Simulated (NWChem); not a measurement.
# One shape, several levels: C2H4NSi− (SMILES N#CC[SiH2-])

Aim: a comparison of 6 runs (HF/STO-3G, HF/3-21G, B3LYP/6-31G*, TPSSh/cc-pVDZ, r2SCAN/STO-3G) of C2H4NSi−. 

Program for the calculation: NWChem 7.3.0.

## Step 1: The system as given

The species is C2H4NSi− (8 atoms), meant as a singlet with charge -1. SMILES: `N#CC[SiH2-]`. Geometry: relaxed at GFN2-xTB. This is one conformer, not always the lowest.

Bond lengths: N1–C2 1.155 Å, C2–C3 1.400 Å, C3–Si4 1.969 Å, C3–H5 1.096 Å, C3–H6 1.093 Å, Si4–H7 1.496 Å, Si4–H8 1.485 Å. Angles: N1–C2–C3 177.3°, C2–C3–Si4 110.9°, C2–C3–H5 109.2°, C2–C3–H6 110.2°, Si4–C3–H5 110.5°, Si4–C3–H6 107.1°, C3–Si4–H7 96.6°, C3–Si4–H8 99.6°, H5–C3–H6 108.8°, H7–Si4–H8 100.2°.

## Step 2: Energy and forces at HF/STO-3G (run 1)

The input, mol.xyz:

```xyz
8
C2H4NSi
N      1.074570     0.084650     2.358550
C      0.692590     0.336440     1.297840
C      0.204010     0.579900     0.008390
Si    -1.177800    -0.735930    -0.478240
H      1.035420     0.546420    -0.705230
H     -0.261840     1.567640    -0.038230
H     -1.218640    -0.411890    -1.937980
H     -0.348310    -1.967210    -0.505100
```

The input, mol.nw:

```
start mol
title "C2H4NSi"
memory 2200 mb
charge -1
geometry noautosym nocenter noautoz
  load mol.xyz
end
basis spherical bse
  * library STO-3G
end
scf
  thresh 1e-08
  maxiter 80
  print low
end
task scf gradient
```

On the command line:

```
$ nwchem mol.nw > mol.out
```

Log:

```text
[...]
  functions       =    28
[...]
  wavefunction    = RHF
[...]
         Total SCF energy =   -416.278125948844
      One-electron energy =   -840.690593413902
      Two-electron energy =    296.130764894119
 Nuclear repulsion energy =    128.281702570939
        Time for solution =      1.1s
[...]
                         RHF ENERGY GRADIENTS
    atom               coordinates                        gradient
                 x          y          z           x          y          z
   1 N       2.030643   0.159965   4.457013   -0.002380  -0.000742  -0.004764
   2 C       1.308805   0.635779   2.452562   -0.023077   0.009534  -0.057406
   3 C       0.385523   1.095852   0.015855    0.013816  -0.004296   0.075525
   4 Si     -2.225719  -1.390706  -0.903743    0.039878   0.008620  -0.006415
   5 H       1.956660   1.032584  -1.332691    0.002715  -0.007410  -0.007107
   6 H      -0.494806   2.962410  -0.072244   -0.006499   0.004012  -0.000011
   7 H      -2.302896  -0.778359  -3.662251   -0.017193   0.006985  -0.011645
   8 H      -0.658210  -3.717488  -0.954501   -0.007261  -0.016705   0.011823
 Task  times  cpu:        1.4s     wall:        1.4s
 Total times  cpu:        1.4s     wall:        1.4s
```

Run time: 2 s. Hardware: 1 thread of Intel Xeon 6975P-C (Granite Rapids), shared host; peak memory 0.096 GiB.

## Step 3: Energy and forces at HF/3-21G (run 2)

The input, mol.nw:

```
echo
start mol
title "C2H4NSi gradient"
memory stack 880 mb heap 220 mb global 1100 mb
charge -1

geometry units angstroms noautosym nocenter noautoz
   N     1.074570    0.084650    2.358550
   C     0.692590    0.336440    1.297840
   C     0.204010    0.579900    0.008390
   Si   -1.177800   -0.735930   -0.478240
   H     1.035420    0.546420   -0.705230
   H    -0.261840    1.567640   -0.038230
   H    -1.218640   -0.411890   -1.937980
   H    -0.348310   -1.967210   -0.505100
end

basis spherical bse
   * library 3-21G
end

scf
   thresh 1e-08
   maxiter 80
end

task scf gradient
```

On the command line:

```
$ nwchem mol.nw > mol.out
```

Log:

```text
[...]
  functions       =    48
[...]
  wavefunction    = RHF
[...]
         Total SCF energy =   -419.151102108275
      One-electron energy =   -838.885585351740
      Two-electron energy =    291.452780672527
 Nuclear repulsion energy =    128.281702570939
        Time for solution =      1.2s
[...]
                         RHF ENERGY GRADIENTS
    atom               coordinates                        gradient
                 x          y          z           x          y          z
   1 N       2.030643   0.159965   4.457013    0.007780  -0.008280   0.025292
   2 C       1.308805   0.635779   2.452562   -0.021471   0.012733  -0.059326
   3 C       0.385523   1.095852   0.015855   -0.009307  -0.018027   0.030606
   4 Si     -2.225719  -1.390706  -0.903743    0.039927  -0.000145  -0.016439
   5 H       1.956660   1.032584  -1.332691    0.005613  -0.002734  -0.003802
   6 H      -0.494806   2.962410  -0.072244   -0.002597   0.004695   0.001149
   7 H      -2.302896  -0.778359  -3.662251   -0.004357  -0.002125   0.018207
   8 H      -0.658210  -3.717488  -0.954501   -0.015588   0.013883   0.004313
[...]
```

It took 2.2 s on 1 thread of Intel Xeon 6975P-C (Granite Rapids), shared host; peak memory 0.098 GiB.

Runs 3 to 4 aren't shown in full; the table further down has their settings and results.

## Step 4: Energy and gradient at r2SCAN/STO-3G (run 5)

The input, nw.nw:

```
start nw
title "C2H4NSi"
memory stack 880 mb heap 220 mb global 1100 mb
charge -1
geometry noautosym nocenter noautoz
  N     1.074570    0.084650    2.358550
  C     0.692590    0.336440    1.297840
  C     0.204010    0.579900    0.008390
  Si   -1.177800   -0.735930   -0.478240
  H     1.035420    0.546420   -0.705230
  H    -0.261840    1.567640   -0.038230
  H    -1.218640   -0.411890   -1.937980
  H    -0.348310   -1.967210   -0.505100
end
basis spherical bse
  * library STO-3G
end
dft
  xc r2scan
  grid xfine
  convergence energy 1e-08
  iterations 100
  mulliken
  noprint "final vectors analysis"
end
task dft gradient
```

On the command line:

```
$ nwchem nw.nw > nw.out
```

Log:

```text
[...]
          Wavefunction type:  closed shell.
          No. of atoms     :     8
          No. of electrons :    38
[...]
          Charge           :    -1
          Spin multiplicity:     1
[...]
          AO basis - number of functions:    28
[...]
              XC Information
              --------------
                      r^2SCAN Method XC Functional
               r^2SCAN metaGGA Exchange Functional  1.000
                     r^2SCAN Correlation Potential  1.000
[...]
 d= 0,ls=0.0,diis     1   -417.3880202897 -5.46D+02  1.02D-01  1.20D+00     1.8
[...]
 d= 0,ls=0.0,diis    10   -417.5700607535 -7.57D-09  1.22D-06  3.94D-10     9.5
         Total DFT energy =     -417.570060753508
      One electron energy =     -840.913736676697
           Coulomb energy =      335.668566875693
    Exchange-Corr. energy =      -40.606593523443
 Nuclear repulsion energy =      128.281702570939
[...]
      Total Density - Mulliken Population Analysis
     ---------------------------------------------
    Atom       Charge   Shell Charges
 -----------   ------   -------------------------------------------------------
    1 N    7     7.32   2.00  1.80  3.52
    2 C    6     5.96   1.99  1.09  2.88
    3 C    6     6.33   1.99  1.23  3.10
    4 Si  14    13.95   2.00  1.99  5.88  1.66  2.42
    5 H    1     0.95   0.95
    6 H    1     0.95   0.95
    7 H    1     1.27   1.27
    8 H    1     1.27   1.27
[...]
  wavefunction    = closed shell
                         DFT ENERGY GRADIENTS
    atom               coordinates                        gradient
                 x          y          z           x          y          z
   1 N       2.030643   0.159965   4.457013   -0.041653   0.026397  -0.115560
   2 C       1.308805   0.635779   2.452562    0.019314  -0.018573   0.064430
   3 C       0.385523   1.095852   0.015855    0.006680   0.000558   0.050859
   4 Si     -2.225719  -1.390706  -0.903743    0.057138   0.006050  -0.021688
   5 H       1.956660   1.032584  -1.332691   -0.007359  -0.006351   0.002922
   6 H      -0.494806   2.962410  -0.072244    0.000683  -0.007124   0.002089
   7 H      -2.302896  -0.778359  -3.662251   -0.018869   0.003618   0.004139
   8 H      -0.658210  -3.717488  -0.954501   -0.015933  -0.004575   0.012809
[...]
```

It took 12 s on 1 thread of Intel Xeon 6975P-C (Granite Rapids), shared host; peak memory 0.13 GiB.

## Step 5: Energy and forces at B3LYP/6-31G(d) (Cartesian functions) (run 6)

The input, input.nw:

```
echo
start input
memory stack 880 mb heap 220 mb global 1100 mb
charge -1

geometry units angstroms noautosym nocenter noautoz
  N     1.074570    0.084650    2.358550
  C     0.692590    0.336440    1.297840
  C     0.204010    0.579900    0.008390
  Si   -1.177800   -0.735930   -0.478240
  H     1.035420    0.546420   -0.705230
  H    -0.261840    1.567640   -0.038230
  H    -1.218640   -0.411890   -1.937980
  H    -0.348310   -1.967210   -0.505100
end

basis "ao basis"
  N library 6-31G*
  C library 6-31G*
  Si library 6-31G*
  H library 6-31G*
end

dft
  xc b3lyp
  grid xfine
  convergence energy 1e-08
  iterations 100
  mulliken
end

task dft gradient
```

On the command line:

```
$ nwchem input.nw > input.out
```

Log:

```text
[...]
          Wavefunction type:  closed shell.
          No. of atoms     :     8
          No. of electrons :    38
[...]
          Charge           :    -1
          Spin multiplicity:     1
[...]
          AO basis - number of functions:    72
[...]
              XC Information
              --------------
                         B3LYP Method XC Potential
                     Hartree-Fock (Exact) Exchange  0.200
                        Slater Exchange Functional  0.800 local
                    Becke 1988 Exchange Functional  0.720 non-local
              Lee-Yang-Parr Correlation Functional  0.810
                  VWN I RPA Correlation Functional  0.190 local
[...]
 d= 0,ls=0.0,diis     1   -422.6681570405 -5.51D+02  3.22D-02  1.23D+00     2.4
[...]
 d= 0,ls=0.0,diis    11   -422.8481728633 -4.42D-10  2.68D-07  2.99D-10    21.0
         Total DFT energy =     -422.848172863317
      One electron energy =     -842.346011521202
           Coulomb energy =      331.576378978761
    Exchange-Corr. energy =      -40.360242891814
 Nuclear repulsion energy =      128.281702570939
[...]
      Total Density - Mulliken Population Analysis
     ---------------------------------------------
    Atom       Charge   Shell Charges
 -----------   ------   -------------------------------------------------------
    1 N    7     7.56   1.99  0.83  2.30  1.05  1.40 -0.03
    2 C    6     5.65   1.99  0.74  1.99  0.35  0.59 -0.01
    3 C    6     6.53   1.99  0.68  2.14  0.62  1.07  0.02
    4 Si  14    14.28   2.00  1.99  5.96  1.08  1.68  0.54  0.95  0.07
    5 H    1     0.85   0.52  0.33
    6 H    1     0.86   0.52  0.33
    7 H    1     1.15   0.52  0.64
    8 H    1     1.13   0.52  0.61
[...]
  wavefunction    = closed shell
                         DFT ENERGY GRADIENTS
    atom               coordinates                        gradient
                 x          y          z           x          y          z
   1 N       2.030643   0.159965   4.457013   -0.011264   0.004902  -0.027892
   2 C       1.308805   0.635779   2.452562   -0.002511  -0.000520  -0.005229
   3 C       0.385523   1.095852   0.015855   -0.001394  -0.006630   0.028550
   4 Si     -2.225719  -1.390706  -0.903743    0.036089  -0.001261  -0.017141
   5 H       1.956660   1.032584  -1.332691   -0.001408  -0.003305   0.000328
   6 H      -0.494806   2.962410  -0.072244    0.000209  -0.002426   0.001191
   7 H      -2.302896  -0.778359  -3.662251   -0.005898  -0.001125   0.015066
   8 H      -0.658210  -3.717488  -0.954501   -0.013823   0.010365   0.005127
[...]
```

Run time: 26 s. Hardware: 1 thread of Intel Xeon 6975P-C (Granite Rapids), shared host; peak memory 0.14 GiB.

## Step 6: Overview of the runs

```tsv
run	level	iteration cap	module	energy (Eh)	largest force (eV/Å)	wall time
1	HF/STO-3G	80	scf	-416.278126	3.954	2 s
2	HF/3-21G	80	scf	-419.151102	3.310	2.2 s
3	B3LYP/6-31G* (spherical functions)	100	dft	-422.842911	2.056	25 s
4	TPSSh/cc-pVDZ	100	dft	-422.879809	2.180	58 s
5	r2SCAN/STO-3G	100	dft	-417.570061	6.461	12 s
6	B3LYP/6-31G* (Cartesian functions)	100	dft	-422.848173	2.055	26 s
```

## Step 7: Outcome

```
                                                    quantity          value
                                         run 6: total energy  -422.84817 Eh
                                          run 6: HOMO energy        0.62 eV
                                          run 6: LUMO energy        5.66 eV
run 6: HOMO–LUMO gap (to an unbound level, set by the basis)        5.04 eV
                             run 6: largest force on an atom     2.055 eV/Å
```

**Reading.** Totals of different functionals can't be ranked against each other. In run 6 the HOMO lies above zero, so the outermost electron may be held by the basis alone. In runs 1, 5 the basis is minimal, so the values are rough. All runs together took 2.1 min, the longest 58 s.
